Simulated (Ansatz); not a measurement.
Runs of Ansatz 0.2.0 on SiO. Symmetry: Pm-3m, No. 221, cubic system. The conventional cell has a = 2.807 Å, b = 2.807 Å, c = 2.807 Å, α = 90.00°, β = 90.00°, γ = 90.00°. Si (site symmetry m-3m) is surrounded by 8 O at 2.43 Å. Around O (site symmetry m-3m) lie 8 Si at 2.43 Å. The cell was built by a generator and needn't be a form met in nature.

```tsv
task	level	cell	points for each segment of the path	gap on the mesh (eV)	pressure (GPa)	relaxed volume (Å³/atom)
relaxation of cell and atoms	RPBE	relaxed	-	none	0.0	11.30
band structure	RPBE	as given	14	none	2.8	-
relaxation of cell and atoms	PBEsol	relaxed	-	none	0.0	(a)
band structure	revPBE	as given	14	none	2.1	-
```

Alike in all rows: potentials or basis Ansatz PAW; no spin polarisation; k mesh 9 × 9 × 9; cutoff (eV) 420; smearing fermi-dirac 0.05 eV.

Question: Fill in the values left out.

Answer: (a) 10.66.

Caveats: the PAW data sets come from PBE, with cores solved anew for the run's functional, which leaves a small shift of forces and pressure; the plane-wave basis is chosen anew once the cell has moved, so the energies of steps on either side of that aren't comparable (some runs).

A gap of «none» marks a metal or a gap under the smearing width.
